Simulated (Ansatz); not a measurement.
I need a polarisability from point charges of H4NOSbSe, SMILES [NH2][Sb]([OH])[SeH]. Use the Ansatz DFT code, driven from Python. Level of theory (for the species named): PBE, def2-SVPD basis, multiplicity 1.

Contents of `h4nosbse.xyz`:
```text
8

N     0.22280    1.41250   -0.72280
Sb    0.38370   -0.59080   -1.13070
O     1.50730   -0.84900    0.50020
Se   -1.69180   -1.15120    0.18130
H    -0.69100    1.76290   -1.24280
H    -0.00450    1.57520    0.28800
H     1.57920   -1.82850    0.65840
H    -1.21360   -0.38820    1.41260
```

Script `h4nosbse.py`:
```python
import ansatz
import numpy as np

h4nosbse = ansatz.Crystal.molecule_from_extxyz("h4nosbse.xyz")

calc = (
    h4nosbse.calculation()
    .basis(gaussian="def2-SVPD")
    .functional("pbe")
    .forces()
)
centre = np.mean([site.position_ang for site in h4nosbse.cartesian_sites], axis=0)
field = 2 * 14.399645 * 3.0 / 40.0 ** 2


def dipole(axis, sign):
    arm = 40.0 * np.eye(3)[axis]
    pair = [{"charge": sign * 3.0, "position_ang": (centre - arm).tolist()}, {"charge": -sign * 3.0, "position_ang": (centre + arm).tolist()}]
    deck = calc.input().set(ansatz.key.basis.gaussian.point_charges, pair)
    return np.array(ansatz.Session.from_dict(deck).plan().execute().report["charge_distribution"]["dipole_moment_e_ang"])


print(f"field {field:.4f} V/A")
alpha = np.array([(dipole(axis, 1) - dipole(axis, -1)) / (2 * field) * 14.399645 for axis in range(3)])
print("polarisability tensor (A^3)")
print(np.array2string(alpha, precision=3, suppress_small=True))
print(f"mean {np.trace(alpha) / 3:.3f} A^3 = {np.trace(alpha) / 3 / 0.14818471:.2f} bohr^3")
```

```console
$ python h4nosbse.py
field 0.0540 V/A
polarisability tensor (A^3)
[[14.61   0.638 -1.487]
 [ 0.636 13.028 -0.918]
 [-1.488 -0.912 12.405]]
mean 13.348 A^3 = 90.08 bohr^3
```

Reading the output:
- The geometry is a force-field or estimated start, not a minimum of this method, and the basis set is short of its limit. The field of two point charges is only nearly even.
- def2 sets replace the cores of elements past krypton by effective core potentials.
- Wall time of the script: 46 s on 1 thread of Arm Neoverse V1 (shared host), peak memory 0.28 GiB.

(Lines on the test bed's own set-up are left out of the output.)
